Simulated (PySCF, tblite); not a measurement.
**C7H9O radical: geometry, infrared bands and EPR parameters**

What infrared bands and EPR parameters should C7H9O radical (`C=C(C)[C]1C=CCO1`) show?

Computed with tblite 0.8.0 and PySCF 2.14.0, with density-fitted response routines of our own, on a single molecule in the gas phase. Atoms are numbered from 0 throughout.

### Step 1. The starting structure

17 atoms, charge 0, multiplicity 2; geometry from: force field or distance geometry start.

Bonds of the start (Å): C0–C1 1.30, C1–C2 1.49, C1–C3 1.51, C3–C4 1.51, C4–C5 1.33, C5–C6 1.47, C6–O7 1.39, O7–C3 1.39, C0–H8 1.08, C0–H9 1.09, C2–H10 1.10, C2–H11 1.11, C2–H12 1.12, C4–H13 1.07, C5–H14 1.09, C6–H15 1.10, C6–H16 1.11.

### Step 2. Optimising the geometry with GFN2-xTB

What the job is given:

```
{"job": {"kind": "relax", "xc": "GFN2-xTB", "basis": "xTB"}, "charge": 0, "multiplicity": 2}
C     -1.468500     0.974800    -0.945900
C     -1.141400    -0.132500    -0.343000
C     -2.174800    -1.042100     0.226800
C      0.311800    -0.526000    -0.186200
C      0.747200     0.104600     1.115900
C      2.007100     0.461900     0.878600
C      2.364700     0.070000    -0.491900
O      1.126600     0.096800    -1.122100
H     -0.690200     1.616500    -1.342000
H     -2.498000     1.311800    -1.081900
H     -1.927100    -1.210800     1.281400
H     -2.051300    -2.011700    -0.307000
H     -3.209500    -0.620300     0.104900
H      0.176700     0.248100     2.013900
H      2.645400     0.968400     1.607200
H      3.120100     0.704600    -0.967100
H      2.654200    -1.002100    -0.451600
```

Started as:

```console
$ OMP_NUM_THREADS=1 python probes_run.py task.json out
```

This one command runs all jobs of the session in turn.

**Question.** This job is followed by: GFN2-xTB harmonic vibrations, gas phase; UKS B3LYP, pcH-1 on C H O, non-relativistic, mean-field spin-orbit, GIAO. Predict these results of the whole session: strongest single infrared mode (GFN2-xTB); zero-point energy (GFN2-xTB); g(iso) (B3LYP); ⟨S²⟩; largest a(iso) (averaged by class); potential on the surface of density 0.002 e/bohr³, 1st and 99th percentile.

The runs gave:

| quantity | value |
| --- | --- |
| strongest single infrared mode (GFN2-xTB) | 2868 cm⁻¹, 68 km/mol |
| zero-point energy (GFN2-xTB) | 86.0 kcal/mol |
| g(iso) (B3LYP) | 2.00306 |
| ⟨S²⟩ | 0.781 (exact 0.75) |
| largest a(iso) (averaged by class) | 1H on H15, H16, 90.9 MHz |
| potential on the surface of density 0.002 e/bohr³, 1st and 99th percentile | -1.15 V and 1.04 V |

What this shows: Relaxing lowered the energy by 1.921 eV in 113 steps; the close pair that moved most is C3–C4, from 1.511 to 1.409 Å. All 45 modes are real, so the xTB geometry is a minimum. The strongest single mode, at 2868 cm⁻¹, moves mainly H16 and H15. Unscaled tight-binding wavenumbers are off by several per cent, some by more. Its intensities can rank the bands wrongly. The largest spin populations lie on C5 (0.45 e), C3 (0.44 e), C0 (0.42 e). The isotropic g lies 0.7 ppt above the free-electron value. The conformer search found further structures of the same energy, which may be mirror or relabelled copies of this one.
